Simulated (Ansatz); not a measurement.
**GaBH (doublet): from Hartree-Fock to the top rungs, cc-pVDZ**

How much of the correlation energy of GaBH (doublet) does each wave-function method recover here?

Computed with Ansatz 0.2.0, Gaussian basis. Level: cc-pVDZ, core rule «outside noble gas», up to 15 orbitals frozen.

The runs, in order: UHF; CCSD(T) on ROHF; CCSD(T) on UHF; BCCD(T) on ROHF; CISD; CCSDT(Q) on ROHF; CCSDT(Q) on UHF; CASSCF and MRCISD+Q, 7 electrons in 9 orbitals; CASSCF and NEVPT2, 7 electrons in 9 orbitals.

33 further runs of the same task are left out: 2 for a known fault of the program, 19 that didn't finish, 12 set aside as unsound or not needed.

### Step 1. What is computed

The geometry is a PBE0/def2-TZVP stationary point (not a proven minimum). No spin-orbit coupling is included. The filled d shell of Ga may be among the frozen orbitals whatever the setting's name suggests; the logs give the count.

3 atoms, charge 0, spin multiplicity 2.

Atoms are counted from 1 here; the program's logs count them from 0.

Bond lengths: B1–Ga2 2.185 Å, B1–H3 1.201 Å. Angles: Ga2–B1–H3 177.0°.

### Step 2. UHF

The input, in.yaml:

```yaml
crystal:
  periodic: [false, false, false]
  atoms:
    - {symbol: B, position_ang: [0.000000, -0.022646, 0.328403]}
    - {symbol: Ga, position_ang: [0.000000, -0.009056, -1.856331]}
    - {symbol: H, position_ang: [0.000000, 0.031702, 1.527927]}
basis:
  gaussian: {orbitals: cc-pVDZ}
magnetization: {spin_polarized: true, initial_magnetization: 1}
hamiltonian: {xc: hf}
output: {orbitals: {seedname: orbitals}}
```

Run with:

```bash
> ansatz run in.yaml --threads 1 --pin off --events-out ev --progress --plain --max-ram 2393MiB
```

Further steps of the session: CCSD(T) on ROHF; CCSD(T) on UHF; BCCD(T) on ROHF; CISD; CCSDT(Q) on ROHF; CCSDT(Q) on UHF; CASSCF and MRCISD+Q, 7 electrons in 9 orbitals; CASSCF and NEVPT2, 7 electrons in 9 orbitals.

**Question.** What will the summary of the whole plan be? Wanted: UCCSDT(Q) below the RHF energy; RMP2 from UCCSDT(Q); UMP2 from UCCSDT(Q); RCCSD from UCCSDT(Q); RCCSD(T) from UCCSDT(Q); UCCSD(T) from UCCSDT(Q); RCCSDT(Q) from UCCSDT(Q); NEVPT2 valence from UCCSDT(Q); MRCISD+Q valence from UCCSDT(Q).

As calculated:

```
                         quantity                                                                     value
   UCCSDT(Q) below the RHF energy                                                                -3.8457 eV
              RMP2 from UCCSDT(Q)                                                               +1031.9 meV
              UMP2 from UCCSDT(Q)                                                               +1039.5 meV
             RCCSD from UCCSDT(Q)                                                                +136.6 meV
          RCCSD(T) from UCCSDT(Q)                                                                 +37.4 meV
          UCCSD(T) from UCCSDT(Q)                                                                 +37.4 meV
         RCCSDT(Q) from UCCSDT(Q)                                                                  +0.4 meV
    NEVPT2 valence from UCCSDT(Q)                                                                +545.4 meV
  MRCISD+Q valence from UCCSDT(Q)                                                                  +5.8 meV
levels within 1 kcal/mol (43 meV)  RCCSD(T), UCCSD(T), BCCD(T), RCCSDT, UCCSDT, RCCSDT(Q), MRCISD+Q valence
                    T1 diagnostic                                                                     0.021
   effectively unpaired electrons                                                                      1.08
```

**Reading.** RCCSD(T) lands +37.4 meV from the yardstick (1.0 % of the correlation energy). One determinant dominates. Of the multireference levels listed MRCISD+Q valence comes nearest in total energy (+5.8 meV), which doesn't show that its space is the better one. Coupled cluster took another determinant than the lowest Hartree-Fock one. These misses are within one basis, not against nature; the frozen cores of restricted and unrestricted runs differ, which can shift their rows.
